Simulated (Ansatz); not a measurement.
# CH₇NOSi: one species, many methods

An exercise on one series of results from a longer session: the logs are not shown, and one member is left open.

Computed with Ansatz 0.2.0, Gaussian basis. Level: functionals in def2-TZVPP, the program's frozen cores in correlated methods.

Levels to be run: LDA (SPW92), PBE-D4, revPBE-D4, BLYP-D4, r2SCAN-D4, B97M-V, PBE0-D4, B3LYP-D4, r2SCANh-D4, r2SCAN0-D4, HSE06-D4, BHLYP-D4, CAM-B3LYP-D4, LC-ωPBE, ωB97X-V, ωB97M-V, B2PLYP, PBE-QIDH; CCSD(T)/def2-SVP; CCSD(T)/def2-TZVPP; MP2/def2-QZVPP; extrapolation to the limit; RPA on PBE.

## The geometry

An earlier PBE0-D4 in a triple-zeta def2 set relaxation fixed the geometry.

SMILES `NC[SiH2]O`, 11 atoms, charge 0, spin multiplicity 1.

Atoms are counted from 1 here; the program's logs count them from 0.

Bond lengths: N1–C2 1.468 Å, N1–H5 1.012 Å, N1–H6 1.013 Å, C2–Si3 1.883 Å, C2–H7 1.099 Å, C2–H8 1.095 Å, Si3–O4 1.646 Å, Si3–H9 1.493 Å, Si3–H10 1.485 Å, O4–H11 0.965 Å. Angles: C2–N1–H5 111.5°, C2–N1–H6 110.7°, H5–N1–H6 106.9°, N1–C2–Si3 106.3°, N1–C2–H7 114.9°, N1–C2–H8 108.2°, Si3–C2–H7 113.3°, Si3–C2–H8 107.0°, H7–C2–H8 106.8°, C2–Si3–O4 106.4°, C2–Si3–H9 108.9°, C2–Si3–H10 112.7°, O4–Si3–H9 111.3°, O4–Si3–H10 108.8°, H9–Si3–H10 108.7°, Si3–O4–H11 110.3°.

The first run:

The input, in.yaml:

```yaml
crystal:
  periodic: [false, false, false]
  atoms:
    - {symbol: N, position_ang: [-1.027561, 0.085417, -1.007451]}
    - {symbol: C, position_ang: [0.295239, 0.573771, -0.600142]}
    - {symbol: Si, position_ang: [0.634668, -0.169124, 1.096008]}
    - {symbol: O, position_ang: [0.255932, -1.767556, 0.988200]}
    - {symbol: H, position_ang: [-1.207945, 0.273396, -1.985512]}
    - {symbol: H, position_ang: [-1.757438, 0.548626, -0.479848]}
    - {symbol: H, position_ang: [0.414301, 1.666084, -0.628440]}
    - {symbol: H, position_ang: [1.039699, 0.157018, -1.286333]}
    - {symbol: H, position_ang: [-0.218522, 0.522316, 2.107642]}
    - {symbol: H, position_ang: [2.056493, -0.039950, 1.503590]}
    - {symbol: H, position_ang: [-0.419367, -1.906897, 0.313086]}
basis:
  gaussian: {orbitals: def2-TZVPP}
hamiltonian: {xc: lda}
output: {orbitals: {seedname: orbitals}}
```

Command:

```sh
$ ansatz run in.yaml --threads 2 --pin off --events-out ev --progress --plain --max-ram 4352MiB
```

Steps of the session up to this table: LDA; PBE-D4 (GGA); revPBE-D4 (GGA); BLYP-D4 (GGA); r2SCAN-D4 (meta-GGA); B97M-V (meta-GGA); PBE0-D4 (hybrid); B3LYP-D4 (hybrid); r2SCANh-D4 (hybrid); r2SCAN0-D4 (hybrid); HSE06-D4 (hybrid); BHLYP-D4 (hybrid); CAM-B3LYP-D4 (range-separated); LC-ωPBE (range-separated); ωB97X-V (range-separated); ωB97M-V (range-separated); B2PLYP (double hybrid); PBE-QIDH (double hybrid).

One of the session's tables, all rows but one given; the rest of the session is left out.

It belongs to the step «Orbital energies across the functionals». 

| functional | HOMO (eV) | LUMO (eV) | gap (eV) |
| --- | --- | --- | --- |
| LDA (SPW92) | -5.93 | -0.60 | 5.34 |
| PBE-D4 | -5.81 | -0.40 | 5.41 |
| revPBE-D4 | -5.76 | -0.30 | 5.45 |
| BLYP-D4 | -5.72 | -0.36 | 5.36 |
| r2SCAN-D4 | -6.10 | 0.15 | 6.25 |
| B97M-V | -6.28 | -0.21 | 6.08 |
| PBE0-D4 | -7.26 | 0.47 | 7.73 |
| B3LYP-D4 | ? | ? | ? |
| r2SCANh-D4 | -6.64 | 0.42 | 7.07 |
| r2SCAN0-D4 | -7.46 | 0.82 | 8.28 |
| HSE06-D4 | -6.85 | 0.10 | 6.95 |
| BHLYP-D4 | -8.65 | 1.18 | 9.83 |
| CAM-B3LYP-D4 | -8.71 | 1.31 | 10.02 |
| LC-ωPBE | -10.08 | 2.61 | 12.69 |
| ωB97X-V | -9.73 | 2.41 | 12.14 |
| ωB97M-V | -9.63 | 1.99 | 11.63 |

Estimate the missing values for B3LYP-D4.

Worked estimate for «HOMO (eV)». Against the share of exact exchange, BLYP-D4 (0, -5.72), BHLYP-D4 (0.5, -8.65) give a slope of -5.86 per unit share; at 0.2 the line stands at -6.89.

**Answer.** HOMO (eV): -7.04; LUMO (eV): 0.16; gap (eV): 7.20. In «HOMO (eV)» the line misses by +0.15.
